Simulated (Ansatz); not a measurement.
Write a Python script for Ansatz's Python interface that makes a formation energy from the elements of LaOsN3 and its elements. Use (first run): r2SCAN, PAW, cutoff 450 eV, 7×7×7 k-points, Fermi-Dirac smearing of 0.02 eV.

`laosn3_laosn3.xyz`
```text
5
Lattice="3.950555 0.0 0.0 0.0 3.950555 0.0 0.0 0.0 3.950555" Properties=species:S:1:pos:R:3 pbc="T T T"
La    1.97527750    1.97527750    1.97527750
Os    0.00000000    0.00000000    0.00000000
N     1.97527750    0.00000000    0.00000000
N     0.00000000    1.97527750    0.00000000
N     0.00000000    0.00000000    1.97527750
```

The script reads `laosn3_la.cif`:
```cif
data_La
_cell_length_a 3.770000
_cell_length_b 3.770000
_cell_length_c 12.159000
_cell_angle_alpha 90.00000
_cell_angle_beta 90.00000
_cell_angle_gamma 120.00000
_symmetry_space_group_name_H-M 'P 1'
_symmetry_Int_Tables_number 1
loop_
_symmetry_equiv_pos_as_xyz
'x, y, z'
loop_
_atom_site_label
_atom_site_type_symbol
_atom_site_fract_x
_atom_site_fract_y
_atom_site_fract_z
La1 La    0.000000    0.000000    0.000000
La2 La    0.000000    0.000000    0.500000
La3 La    0.333333    0.666667    0.750000
La4 La    0.666667    0.333333    0.250000
```

`laosn3_os_cell.xyz`
```text
2
Lattice="2.7341 0.0 0.0 -1.36705 2.36780006 0.0 0.0 0.0 4.3197" Properties=species:S:1:pos:R:3 pbc="T T T"
Os   -0.00000000    1.57853337    1.07992500
Os    1.36705000    0.78926669    3.23977500
```

Contents of `laosn3_n2.cif`:
```cif
data_N
_cell_length_a 9.000000
_cell_length_b 9.500000
_cell_length_c 10.000000
_cell_angle_alpha 90.00000
_cell_angle_beta 90.00000
_cell_angle_gamma 90.00000
_symmetry_space_group_name_H-M 'P 1'
_symmetry_Int_Tables_number 1
loop_
_symmetry_equiv_pos_as_xyz
'x, y, z'
loop_
_atom_site_label
_atom_site_type_symbol
_atom_site_fract_x
_atom_site_fract_y
_atom_site_fract_z
N1 N    0.500000    0.500000    0.444500
N2 N    0.500000    0.500000    0.555500
```

The script, `formation_laosn3.py`:
```python
# -*- coding: utf-8 -*-
"""Is LaOsN3 bound against its elements, after relaxing cells and atoms."""

from collections import Counter
import csv
import logging
import sys
import warnings

import ansatz as az
from ase.io import read
import numpy as np

logging.basicConfig(stream=sys.stdout, format="[%(levelname)s] %(message)s")
logger = logging.getLogger("calc")
logger.setLevel(logging.INFO)

GASES = {"N2"}


def ground_state(name, crystal):
    calc = (
        crystal.calculation()
        .functional("r2scan")
        .basis(450)
        .scf(extra_bands=4)
        .kpoints(spacing=0.26)
        .occupations("fermi_dirac", width=0.02)
        .stress()
    )
    if name in GASES:
        return calc.kpoints(1, 1, 1).relax(force_tolerance=0.02).run(threads=1)
    calc = calc.relax(force_tolerance=0.02, cell=True)
    return calc.run(threads=1)


def counts(outcome):
    return Counter(site.symbol for site in outcome.lattice.sites)

def formation_energy(outcome, mu):
    n = counts(outcome)
    return (outcome.report["energy_sigma0_ev"] - sum(k * mu[element] for element, k in n.items())) / sum(n.values())


def volume_per_atom(outcome):
    return abs(np.linalg.det(outcome.lattice.cell_ang)) / len(outcome.lattice.sites)


def main():
    warnings.simplefilter("ignore", az.DeckWarning)

    phases = {}
    laosn3 = az.Crystal.from_extxyz("laosn3_laosn3.xyz")
    phases["LaOsN3"] = laosn3
    atoms = read("laosn3_la.cif")
    la = az.Crystal.from_ase(atoms)
    phases["La"] = la
    os_cell = az.Crystal.from_extxyz("laosn3_os_cell.xyz")
    phases["Os"] = os_cell
    atoms = read("laosn3_n2.cif")
    n2 = az.Crystal.from_ase(atoms)
    phases["N2"] = n2

    done = {name: ground_state(name, crystal) for name, crystal in phases.items()}

    # chemical potentials of the elements at zero temperature
    references = {"La": "La", "Os": "Os", "N": "N2"}
    mu = {element: done[name].report["energy_sigma0_ev"] / len(done[name].lattice.sites) for element, name in references.items()}

    target = done["LaOsN3"]
    heat = formation_energy(target, mu)
    rows = [(name, len(o.lattice.sites), volume_per_atom(o), formation_energy(o, mu)) for name, o in done.items()]
    with open("formation.csv", "w", newline="") as handle:
        writer = csv.writer(handle)
        writer.writerow(["phase", "atoms", "V (A^3/atom)", "E_form (eV/atom)"])
        writer.writerows([round(v, 4) if isinstance(v, float) else v for v in row] for row in rows)
    print(open("formation.csv").read())
    # no correction for the overbinding of the gas molecule is applied


if __name__ == "__main__":
    main()
```

```console
$ python formation_laosn3.py
phase,atoms,V (A^3/atom),E_form (eV/atom)
LaOsN3,5,12.0943,-0.5083
La,4,37.0935,0.0
Os,2,14.0158,0.0
N2,2,427.5,0.0
```

Reading the output:
- These settings explore the input space; cutoff and mesh may be short of convergence.
- The cutoff lies under the one recommended for these potentials.
- The run is spin-unpolarised.
- For the metals among these phases the mesh is modest: differences between phases can be off by up to 40 meV an atom.
- The program warned that this SCF threshold is loose for forces or stresses.
- Spin-orbit coupling, which matters for elements this heavy, is left out.
- The cells come from databases of deposited and of computed structures, and not all need be stable phases.
- The compound is the structure given, not necessarily its lowest; energies are at zero temperature, with no correction for gases. A semilocal functional's error on such energies is often 0.05 to 0.1 eV an atom, and 0.1 to 0.3 eV against gases such as O2 or F2.
- The script silences the warnings on its input, which a real study should read.
- Wall time of the script: 100 s on 1 thread of Arm Neoverse V2, on a shared host, peak memory 2 GiB.
